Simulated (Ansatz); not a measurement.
# CH4ClZn: the cost of one run

Program: Ansatz 0.2.0. Level of theory: UKS PBE0/def2-SVP. These are calculated values, not measurements.

### 1 Starting point

Bond lengths: Zn1–Cl2 2.490 Å, Zn1–C3 1.980 Å, C3–H4 1.110 Å, C3–H5 1.110 Å, C3–H6 1.110 Å. Angles: Cl2–Zn1–C3 180.0°, Zn1–C3–H4 109.5°, Zn1–C3–H5 109.5°, Zn1–C3–H6 109.5°, H4–C3–H5 109.4°, H4–C3–H6 109.4°, H5–C3–H6 109.4°.

As a file:

```xyz
7

Zn    0.0000    0.0000    0.0000
Cl    0.0000    0.0000    2.4900
C     0.0000    0.0000   -1.9800
H     0.2799   -1.0082   -2.3505
H    -1.0131    0.2617   -2.3505
H     0.7332    0.7465   -2.3505
H     0.0000    0.0000    4.1600
```

### 2 Pulling towards end A

Springs on the bonds that form and break draw the guess towards this end; the thresholds are loose.

Contents of input.yaml:

```yaml
crystal:
  periodic: [false, false, false]
  atoms:
    - { symbol: Zn, position_ang: [0.0, 0.0, 0.0] }
    - { symbol: Cl, position_ang: [0.0, 0.0, 2.49] }
    - { symbol: C, position_ang: [0.0, 0.0, -1.98] }
    - { symbol: H, position_ang: [0.2799, -1.0082, -2.3505] }
    - { symbol: H, position_ang: [-1.0131, 0.2617, -2.3505] }
    - { symbol: H, position_ang: [0.7332, 0.7465, -2.3505] }
    - { symbol: H, position_ang: [0.0, 0.0, 4.16] }
magnetization:
  spin_polarized: true
  initial_magnetization: 1
basis:
  gaussian: { orbitals: def2-SVP }
hamiltonian:
  xc: pbe0
relax:
  f_tol: 0.15
  max_steps: 25
  restrain:
    - { distance: [1, 6], at: 2.57, k: 30.0 }
    - { distance: [0, 1], at: 2.24, k: 30.0 }
output:
  orbitals: {}
```

Command:

```bash
ansatz run input.yaml --threads 2 --pin off --max-ram 3072MiB --backend cpu --events-out ev --progress --plain --runs-dir out
```

What time and memory should one allow on 2 threads of Arm Neoverse V2, shared host?

About 17 s, with a peak of 0.24 GiB.
